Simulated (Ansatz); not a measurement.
## TiNbB4, space group P6/mmm: a charge-density difference against the sublattices, step by step

Program: Ansatz 0.2.0, Python API.

Notebook, run cell by cell (the value of a cell's last expression is shown):

```python
import ansatz as az
import numpy as np
```

```python
SIGMA = 0.1
ECUT = 460
KGRID = (9, 9, 4)
```

```python
VECTORS = np.array([
    [3.07106, 0.0, 0.0],
    [-1.53553, 2.65962, 0.0],
    [0.0, 0.0, 6.56529],
])
SITES = [
    ("Ti", [0.0, 0.0, 0.5]),
    ("Nb", [0.0, 0.0, 0.0]),
    ("B", [1 / 3, 2 / 3, 0.74077]),
    ("B", [1 / 3, 2 / 3, 0.25923]),
    ("B", [2 / 3, 1 / 3, 0.74077]),
    ("B", [2 / 3, 1 / 3, 0.25923]),
]


def make_crystal(cell):
    crystal = az.Crystal(lattice=az.Lattice.of(cell))
    for symbol, position in SITES:
        crystal = crystal.atom(symbol, position)
    return crystal
```

```python
def solve(crystal):
    return (
        crystal.calculation()
        .occupations(az.OccupationsMethod.FERMI_DIRAC, width=SIGMA)
        .functional(az.Functional.LDA)
        .basis(ECUT, grid_basis="typed")
        .kpoints(*KGRID)
        .density()
        .run(threads=1)
    )
```

```python
whole = solve(make_crystal(VECTORS))
difference = whole.density().channels[0].density_e_per_ang3.copy()
binding = whole.report["free_energy_ev"]
for element in ["Ti", "Nb", "B"]:
    part = az.Crystal(lattice=az.Lattice.of(VECTORS))
    for symbol, position in SITES:
        if symbol == element:
            part = part.atom(symbol, position)
    alone = solve(part)
    difference -= alone.density().channels[0].density_e_per_ang3
    binding -= alone.report["free_energy_ev"]
    print(f"{element} sublattice: {alone.report['n_electrons']:g} electrons, {alone.report['n_iterations']} iterations")
```

    Ti sublattice: 12 electrons, 8 iterations
    Nb sublattice: 13 electrons, 7 iterations
    B sublattice: 12 electrons, 6 iterations

```python
voxel = abs(np.linalg.det(VECTORS)) / difference.size
print(f"energy of the crystal less its unpolarised sublattices: {binding / len(SITES):.4f} eV/atom")
print(f"net charge of the difference {difference.sum() * voxel:.5f} e, charge moved {0.5 * np.abs(difference).sum() * voxel:.3f} e")
print(f"extremes {difference.min():.4f} and {difference.max():.4f} e/A^3")
for (symbol, position) in SITES:
    index = tuple(int(round(p * n)) % n for p, n in zip(position, difference.shape))
    print(f"  change of the pseudo-density at the grid point nearest {symbol}: {difference[index]:+.4f} e/A^3")
profile = difference.mean(axis=(0, 1))
print("planar mean along the third vector:", np.round(profile[:: max(len(profile) // 12, 1)], 4))
```

    energy of the crystal less its unpolarised sublattices: -2.9448 eV/atom
    net charge of the difference -0.00000 e, charge moved 0.924 e
    extremes -0.1358 and 0.1988 e/A^3
      change of the pseudo-density at the grid point nearest Ti: -0.1164 e/A^3
      change of the pseudo-density at the grid point nearest Nb: -0.1049 e/A^3
      change of the pseudo-density at the grid point nearest B: -0.0713 e/A^3
      change of the pseudo-density at the grid point nearest B: -0.0713 e/A^3
      change of the pseudo-density at the grid point nearest B: -0.0713 e/A^3
      change of the pseudo-density at the grid point nearest B: -0.0713 e/A^3
    planar mean along the third vector: [-0.0229 -0.0108  0.0433 -0.0493  0.0396  0.0013 -0.0255  0.0013  0.0396
     -0.0493  0.0433 -0.0108]

What to keep in mind:
- The mesh is modest for a metal, so energies can be off by several to tens of meV an atom and pressures by half a GPa or more; differences at equal mesh fare better.
- Densities and potentials on the grid are those of the valence electrons, and inside the cores they hang on the potentials used.
- This cell is a computed structure, which may not be the phase found in nature.
- Charge moved counts every rearrangement, bonding and polarisation too, and is no transfer between atoms; the bare sublattices are artificial references. Values near the nuclei depend on the potentials.
- Hardware and time: 6.5 s on 1 thread of Arm Neoverse V1, on a shared host, peak memory 0.41 GiB.

(Lines on the test bed's own set-up are left out of the output.)
